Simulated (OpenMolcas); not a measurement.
# BAsH4 (SMILES B[AsH2]) at OLYP/aug-pc-1 (RICD fitting)

What is the energy difference between two shapes of BAsH4 at OLYP/aug-pc-1 (RICD fitting)? 

The results are computed with OpenMolcas 26.06.

3 further runs of the same task are left out: 1 that didn't finish, 2 set aside as unsound or not needed.

## (1) The system as given

BAsH4: 6 atoms, total charge 0, spin state singlet. As SMILES, `B[AsH2]`. Geometry: a GFN2-xTB relaxation, a rough one for these elements and not checked as a minimum.

Bond lengths: B1–As2 1.975 Å, B1–H3 1.172 Å, B1–H4 1.172 Å, As2–H5 1.499 Å, As2–H6 1.498 Å. Angles: B1–As2–H5 96.5°, B1–As2–H6 96.5°, As2–B1–H3 120.9°, As2–B1–H4 121.0°, H5–As2–H6 91.6°, H3–B1–H4 117.7°.

## (2) Energy and one-electron properties at OLYP/aug-pc-1 (RICD fitting)

File struct.xyz:

```xyz
6

B     -0.031970    -0.884410     0.174880
As     0.579370     0.991700     0.253910
H     -0.797110    -1.301140     0.959340
H      0.457050    -1.647340    -0.567880
H      0.571590     1.235290    -1.225060
H     -0.778940     1.605910     0.404800
```

File mol.input:

```
* AsBH4 Kohn-Sham DFT

&GATEWAY
 Coord
 struct.xyz
 Basis
 aug-pc-1
 Group
 NoSym
 RICD

&SEWARD

&SCF
 KSDFT
 OLYP
 PrOrbitals
 1 2

&LOCALISATION
 Pipek-Mezey
```

Command:

```bash
$ export MOLCAS_MEM=1860
$ pymolcas mol.input > mol.log
```

What it wrote:

```text
--- Start Module: gateway ---
[...]
--- Stop Module: gateway /rc=_RC_ALL_IS_WELL_ ---
[...]
      Basis functions           95
[...]
--- Start Module: scf ---
[...]
       Convergence after  12 Iterations
[...]
::    Total KS-DFT energy                           -2263.6331713618
[...]
      Total spin, S                                     0.0000000000
[...]
      Total electronic charge=   42.000000
      Total            charge=   -0.000000
[...]
      Dipole Moment (debye):
      Origin of the operator (angstrom)=    0.4725    0.7165    0.2281
                   X= -1.9775E-01               Y=  1.6998E-01               Z= -2.0209E-01           Total=  3.2991E-01
      Quadrupole Moment (debye*angstrom):
[...]
--- Stop Module: scf /rc=_RC_ALL_IS_WELL_ ---
[...]
--- Start Module: localisation ---
[...]
--- Stop Module: localisation /rc=_RC_ALL_IS_WELL_ ---
[...]
```

It took 6.3 s on 1 thread of Arm Neoverse V2, shared host; peak memory 0.24 GiB.

Atomic charges (e):

```
atom  Mulliken
  B1    +0.092
 As2    -1.203
  H3    +0.174
  H4    +0.175
  H5    +0.381
  H6    +0.381
```

## (3) The distorted shape at the same level

File struct.xyz:

```xyz
6

B     -0.011231    -0.874052     0.164084
As     0.576757     0.970246     0.260429
H     -0.790039    -1.299000     0.948482
H      0.428176    -1.663941    -0.527933
H      0.586935     1.251885    -1.232612
H     -0.803482     1.597006     0.407679
```

File mol.inp:

```
&GATEWAY
COORD
struct.xyz
BASIS
aug-pc-1
GROUP
NoSym
RICD
&SEWARD
&SCF
KSDFT
OLYP
PRORBITALS
1 2
&LOCALISATION
PIPEK-MEZEY
```

Command:

```bash
$ export MOLCAS_MEM=1860
$ pymolcas mol.inp > mol.log
```

What it wrote:

```text
--- Start Module: gateway ---
[...]
--- Stop Module: gateway /rc=_RC_ALL_IS_WELL_ ---
[...]
      Basis functions           95
[...]
--- Start Module: scf ---
[...]
       Convergence after  12 Iterations
[...]
::    Total KS-DFT energy                           -2263.6307365646
[...]
      Total spin, S                                     0.0000000000
[...]
      Total electronic charge=   42.000000
      Total            charge=   -0.000000
[...]
      Dipole Moment (debye):
      Origin of the operator (angstrom)=    0.4725    0.6998    0.2324
                   X= -1.3012E-01               Y=  2.1247E-01               Z= -2.2592E-01           Total=  3.3633E-01
      Quadrupole Moment (debye*angstrom):
[...]
--- Stop Module: scf /rc=_RC_ALL_IS_WELL_ ---
[...]
--- Start Module: localisation ---
[...]
--- Stop Module: localisation /rc=_RC_ALL_IS_WELL_ ---
[...]
```

Wall time 6.3 s (1 thread of Arm Neoverse V2, shared host); peak memory 0.24 GiB.

Atomic charges (e):

```
atom  Mulliken
  B1    +0.140
 As2    -1.218
  H3    +0.129
  H4    +0.212
  H5    +0.369
  H6    +0.368
```

## (4) Outcome

Level: OLYP/aug-pc-1 (RICD fitting).

```
                              quantity           value
             first shape: total energy  -2263.63317 Eh
            first shape: dipole moment          0.33 D
              first shape: HOMO energy        -6.44 eV
              first shape: LUMO energy        -2.66 eV
            first shape: HOMO–LUMO gap         3.78 eV
         distorted shape: total energy  -2263.63074 Eh
        distorted shape: dipole moment          0.34 D
          distorted shape: HOMO energy        -6.49 eV
          distorted shape: LUMO energy        -2.65 eV
        distorted shape: HOMO–LUMO gap         3.84 eV
energy change with the atoms displaced        0.066 eV
```

With the atoms displaced the energy rises by 0.07 eV (6.4 kJ/mol). The first shape isn't relaxed at this level, so the change isn't measured from a minimum. Mulliken charges (distorted shape) run from -1.22 on As2 to +0.37 on H5; in a basis this large or diffuse they mean little.
